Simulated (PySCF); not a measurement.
# BBrH2O2 (SMILES OB(O)Br) at MP2/STO-3G (max memory mb 1860)

Aim: a structure relaxation of BBrH2O2. The job is set up through a Python script.

The calculation is run with PySCF 2.14.0.

## (1) The system as given

The species is BBrH2O2 (6 atoms), typed as a singlet with charge 0. SMILES: `OB(O)Br`. The shape is that of a PBE0-D4/def2-TZVP optimisation. The run starts from this shape.

Bond lengths: O1–B2 1.354 Å, B2–O3 1.347 Å, B2–Br4 1.936 Å, O1–H5 0.960 Å, O3–H6 0.962 Å. Angles: O1–B2–O3 121.5°, O1–B2–Br4 120.8°, O3–B2–Br4 117.8°, B2–O1–H5 113.7°, B2–O3–H6 112.1°.

## (2) A geometry optimisation at MP2/STO-3G (max memory mb 1860)

Input file start.xyz:

```xyz
6
BBrH2O2
O      0.519800     0.855600    -0.555500
B     -0.165400    -0.158400     0.024500
O      0.328800    -0.823900     1.085700
Br    -1.897400    -0.698400    -0.652400
H      0.065300     1.251400    -1.302300
H      1.190900    -0.490300     1.353800
```

Input file calc.py:

```python
from pyscf import gto, mp
from pyscf.geomopt.geometric_solver import kernel as optimise

system = gto.Mole()
system.atom = 'start.xyz'
system.verbose = 3
system.basis = 'sto-3g'
system.max_memory = 1860
system.build()

hf = system.RHF()
hf.conv_tol = 1e-10
hf.kernel()
if not hf.converged:
    hf = hf.newton().run(hf.mo_coeff, hf.mo_occ)
pt = mp.MP2(hf, frozen=12).run()
converged, mol_eq = optimise(pt, maxsteps=60, convergence_set='GAU_TIGHT')
print('converged:', converged)
print(mol_eq.tostring())

hf.reset(mol_eq)
system = mol_eq
hf.kernel()
if not hf.converged:
    hf = hf.newton().run(hf.mo_coeff, hf.mo_occ)
pt = mp.MP2(hf, frozen=12).run()
etot = pt.e_tot
print('E(%s) = %.9f' % ('MP2', etot))
```

Command:

```
OMP_NUM_THREADS=1 python calc.py
```

What values should one expect? Wanted: total energy at the end; dipole moment; HOMO energy; LUMO energy; HOMO–LUMO gap; correlation energy.

Answer, from the run:

At MP2/STO-3G (max memory mb 1860), 12 core orbitals frozen:

```
                                    quantity           value
                     total energy at the end  -2718.16322 Eh
        dipole moment (Hartree–Fock density)          2.22 D
         HOMO energy (Hartree–Fock orbitals)        -8.66 eV
         LUMO energy (Hartree–Fock orbitals)         8.81 eV
       HOMO–LUMO gap (Hartree–Fock orbitals)        17.48 eV
correlation energy (12 core orbitals frozen)      -132.3 mEh
```

**Reading.** At the final geometry: Bond lengths: O1–B2 1.373 Å, B2–O3 1.367 Å, B2–Br4 1.916 Å, O1–H5 1.005 Å, O3–H6 1.010 Å. Angles: O1–B2–O3 118.5°, O1–B2–Br4 123.4°, O3–B2–Br4 118.2°, B2–O1–H5 109.3°, B2–O3–H6 106.5°. The optimisation took 7 steps and changed the energy by -0.168 eV.
